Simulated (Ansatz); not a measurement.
Task: a projected density of states of Rh, space group P6_3/mmc, with the Python package of Ansatz (0.2.0). Give the script and its output. Use: LDA, PAW, cutoff 639 eV, 8×8×2 k-points, Methfessel-Paxton smearing of 0.05 eV.

```
Rh
1.0
     2.69174    0.00000    0.00000
    -1.34587    2.33112    0.00000
     0.00000    0.00000    8.79807
Rh
4
Direct
  0.00000 0.00000 0.00000
  0.33333 0.66667 0.25000
  0.00000 0.00000 0.50000
  0.66667 0.33333 0.75000
```

Script `pdos.py`:
```python
import warnings

import ansatz as az
import numpy as np


def main() -> None:
    warnings.simplefilter('ignore', az.DeckWarning)

    xtal = (
        az.Lattice.from_parameters(2.691745, 2.691745, 8.79807, alpha=90, beta=90, gamma=120)
        .space_group(194)
        .atom('Rh', [0.0, 0.0, 0.0])
        .atom('Rh', [1 / 3, 2 / 3, 0.25])
    )

    model = (
        xtal.calculation()
        .functional('lda')
        .kpoints(8, 8, 2)
        .basis(47 * az.Ry, density_ratio=8)
        .occupations(az.OccupationsMethod.METHFESSEL_PAXTON, width=0.05)
        .scf(max_iterations=60, algorithm='density_mixing')
        .scf(extra_bands=14)
        .density_of_states(projected=True, method='smearing', broadening_width=0.15, energy_step=0.1)
    )
    session = model.session()
    planned = session.plan(threads=1)
    result = planned.execute()
    rep = result.report

    dos = result.density_of_states()
    energy = np.asarray(dos.energies_ev) - dos.fermi_ev
    curves = {}
    for site in result.projected_density_of_states().sites:
        for shell in site.shells:
            weight = sum(np.sum(curve.g_bin_mean_per_ev, axis=0) for curve in shell.curves)
            name = f'{site.species} {shell.label}'
            curves[name] = curves.get(name, 0) + weight

    step = energy[1] - energy[0]
    windows = [(-6, -3), (-3, 0), (0, 6)]
    print('states by shell in windows of E - E_F (eV):', windows)
    for name, g in curves.items():
        print(f'{name:8s}', ' '.join(f'{step * g[(energy >= a) & (energy < b)].sum():8.3f}' for a, b in windows))
    filled = (energy < 0) & (energy > -6)
    for name, g in curves.items():
        if g[filled].sum() * step > 0.5:
            print(f'centre of {name}: {np.average(energy[filled], weights=g[filled]):.2f} eV')


if __name__ == '__main__':
    main()
```

`python pdos.py` gives:
```text
states by shell in windows of E - E_F (eV): [(-6, -3), (-3, 0), (0, 6)]
Rh 4S       0.010    0.001    0.016
Rh 5S       1.469    0.700    2.121
Rh 4P       0.101    0.043    0.015
Rh 4D      16.176   15.833    6.909
centre of Rh 5S: -3.95 eV
centre of Rh 4D: -3.03 eV
```

What to keep in mind:
- The settings weren't tested for convergence.
- Spin is left out of this run.
- For a metal this k-point mesh is coarse: on a finer one energies can move by several to tens of meV an atom and pressures by half a GPa or more, differences at one mesh by less.
- This isn't the structure that Rh takes at ambient conditions.
- Curves are summed over the cell's atoms. Only shells that the potentials hold have channels, so projections don't add up to the total, least of all where a shell is missing (p of most metals); heights and places of peaks move with the mesh.
- The density of states is complete only as far up as bands were computed.
- A band centre counts only the states inside the window taken.
- Timing: 5.3 s on 1 thread of Arm Neoverse V1 (shared host), peak memory 0.46 GiB.
